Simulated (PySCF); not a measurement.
**singlet C2H3Cl2Si+: levels of theory compared**

Wanted: a comparison of 6 runs (HF/STO-3G, BHLYP/def2-SVP, BLYP/def2-SVP, TPSS/def2-SVP, revPBE/def2-SVP, wB97X/def2-SVP) of singlet C2H3Cl2Si+. Input form: a Python script.

Program for the calculation: PySCF 2.14.0.

1 further run of the same task is left out (set aside as unsound or not needed).

## Step 1: The structure to begin with

C2H3Cl2Si+ has 8 atoms, charge +1, and is taken as a singlet. SMILES of the parent species: `[H]/[C]=C/[SiH](Cl)Cl`. The coordinates come from a PBE0-D4/def2-TZVP relaxation. This is one conformer, not always the lowest. That shape belongs to the parent species and isn't relaxed for this state.

Bond lengths: C1–C2 1.302 Å, C2–Si3 1.849 Å, Si3–Cl4 2.046 Å, Si3–Cl5 2.046 Å, C1–H6 1.081 Å, C2–H7 1.096 Å, Si3–H8 1.473 Å. Angles: C1–C2–Si3 119.3°, C2–Si3–Cl4 109.6°, C2–Si3–Cl5 109.6°, Cl4–Si3–Cl5 108.1°, C1–C2–H7 121.6°, Si3–C2–H7 119.1°, C2–C1–H6 140.4°, C2–Si3–H8 111.7°, Cl4–Si3–H8 108.9°, Cl5–Si3–H8 108.9°.

## Step 2: The energy at HF/STO-3G (run 1)

input.xyz

```xyz
8
C2H3Cl2Si
C     -0.467200     1.549800     0.659300
C     -0.193600     0.279100     0.737900
Si     0.301600    -0.635800    -0.791100
Cl    -1.013100    -2.166600    -1.130900
Cl     2.164100    -1.443500    -0.534600
H     -0.772500     2.376400     1.285600
H     -0.249600    -0.262100     1.689000
H      0.322500     0.245600    -1.971100
```

input.py

```python
from pyscf import gto, scf

molecule = gto.M(
    atom='input.xyz',
    max_memory=1860,
    verbose=4,
    charge=1,
    basis='sto-3g',
)

mf = scf.RHF(molecule)
mf.conv_tol = 1e-10
mf.kernel()
if not mf.converged:
    mf = mf.newton().run(mf.mo_coeff, mf.mo_occ)

e_final = mf.e_tot
print(f'total energy: {e_final:.8f} hartree')
```

Launch:

```
$ OMP_NUM_THREADS=1 python input.py
```

Log:

```text
PySCF version 2.14.0

[... 66 lines left out ...]
converged SCF energy = -1271.03343044433
total energy: -1271.03343044 hartree
```

It took 0.83 s on 1 thread of Intel Xeon at 2.70GHz, shared host; peak memory 0.1 GiB.

## Step 3: A single-point energy at BHLYP/def2-SVP (run 2)

run.py

```python
from pyscf import gto, dft

system = gto.M(
    atom=[
    ('C', (-0.467200, 1.549800, 0.659300)),
    ('C', (-0.193600, 0.279100, 0.737900)),
    ('Si', (0.301600, -0.635800, -0.791100)),
    ('Cl', (-1.013100, -2.166600, -1.130900)),
    ('Cl', (2.164100, -1.443500, -0.534600)),
    ('H', (-0.772500, 2.376400, 1.285600)),
    ('H', (-0.249600, -0.262100, 1.689000)),
    ('H', (0.322500, 0.245600, -1.971100)),
],
    charge=1,
    max_memory=1860,
    verbose=3,
    basis='def2-svp',
    spin=0,
)

mf = dft.RKS(system)
mf.xc = 'bhandhlyp'
mf.grids.level = 5
mf.conv_tol = 1e-10
mf.kernel()
if not mf.converged:
    mf = mf.newton().run(mf.mo_coeff, mf.mo_occ)

etot = mf.e_tot
print('Final energy', etot)
```

Launch:

```
$ OMP_NUM_THREADS=1 python run.py
```

Log:

```text
converged SCF energy = -1287.07823730075
Final energy -1287.0782373007537
```

It took 25 s on 1 thread of Intel Xeon at 2.70GHz, shared host; peak memory 0.51 GiB.

Runs 3 to 4 aren't shown in full; the table further down has their settings and results.

## Step 4: The energy at revPBE/def2-SVP (run 5)

run.py

```python
from pyscf import gto, dft

mol = gto.Mole()
mol.atom = '''
C     -0.467200     1.549800     0.659300
C     -0.193600     0.279100     0.737900
Si     0.301600    -0.635800    -0.791100
Cl    -1.013100    -2.166600    -1.130900
Cl     2.164100    -1.443500    -0.534600
H     -0.772500     2.376400     1.285600
H     -0.249600    -0.262100     1.689000
H      0.322500     0.245600    -1.971100
'''
mol.basis = 'def2-svp'
mol.verbose = 4
mol.charge = 1
mol.max_memory = 1860
mol.spin = 0
mol.build()

calc0 = dft.RKS(mol, xc='revpbe')
calc0.conv_tol = 1e-10
calc0.grids.level = 5
calc0.kernel()
if not calc0.converged:
    calc0 = calc0.newton().run(calc0.mo_coeff, calc0.mo_occ)

e_final = calc0.e_tot
print(f'total energy: {e_final:.8f} hartree')
```

Launch:

```
$ OMP_NUM_THREADS=1 python run.py
```

Log:

```text
PySCF version 2.14.0

[... 86 lines left out ...]
converged SCF energy = -1286.88823061792
total energy: -1286.88823062 hartree
```

Run time: 35 s. Hardware: 1 thread of Intel Xeon at 2.70GHz, shared host; peak memory 0.51 GiB.

## Step 5: A single-point energy at wB97X/def2-SVP (run 6)

run.py

```python
from pyscf import gto, dft

mol = gto.M(
    atom=[
    ('C', (-0.467200, 1.549800, 0.659300)),
    ('C', (-0.193600, 0.279100, 0.737900)),
    ('Si', (0.301600, -0.635800, -0.791100)),
    ('Cl', (-1.013100, -2.166600, -1.130900)),
    ('Cl', (2.164100, -1.443500, -0.534600)),
    ('H', (-0.772500, 2.376400, 1.285600)),
    ('H', (-0.249600, -0.262100, 1.689000)),
    ('H', (0.322500, 0.245600, -1.971100)),
],
    max_memory=1860,
    charge=1,
    spin=0,
    verbose=4,
    basis='def2-svp',
)

mf = dft.RKS(mol, xc='wb97x')
mf.grids.level = 5
mf.conv_tol = 1e-10
mf.kernel()
if not mf.converged:
    mf = mf.newton().run(mf.mo_coeff, mf.mo_occ)

e_final = mf.e_tot
print('E(%s) = %.9f' % ('WB97X', e_final))
```

Launch:

```
$ OMP_NUM_THREADS=1 python run.py
```

Log:

```text
PySCF version 2.14.0

[... 83 lines left out ...]
converged SCF energy = -1287.09686651627
E(WB97X) = -1287.096866516
```

Wall time 41 s (1 thread of Intel Xeon at 2.70GHz, shared host); peak memory 0.51 GiB.

## Step 6: Overview of the runs

```tsv
run	level	integration grid	energy (Eh)	HOMO energy (eV)	LUMO energy (eV)	HOMO–LUMO gap (eV)	wall time
1	HF/STO-3G	–	-1271.033430	-15.29	-5.80	9.49	0.83 s
2	BHLYP/def2-SVP	5	-1287.078237	-14.69	-10.30	4.39	25 s
3	BLYP/def2-SVP	5	-1287.092555	-12.18	-11.74	0.44	34 s
4	TPSS/def2-SVP	5	-1287.220092	-12.55	-11.96	0.59	49 s
5	revPBE/def2-SVP	5	-1286.888231	-12.40	-11.89	0.51	35 s
6	wB97X/def2-SVP	5	-1287.096867	-15.89	-9.16	6.73	41 s
```

## Step 7: What came out

| quantity | value |
| --- | --- |
| run 6: total energy | -1287.09687 Eh |
| run 6: HOMO energy | -15.89 eV |
| run 6: LUMO energy | -9.16 eV |
| run 6: HOMO–LUMO gap | 6.73 eV |

What this shows: The HOMO–LUMO gap runs from 0.44 eV (BLYP/def2-SVP) to 9.49 eV (HF/STO-3G). The two ends differ in method and basis. Totals of different functionals can't be ranked against each other. In run 1 the basis is minimal, so the values are rough. All runs together took 3.1 min, the longest 49 s.
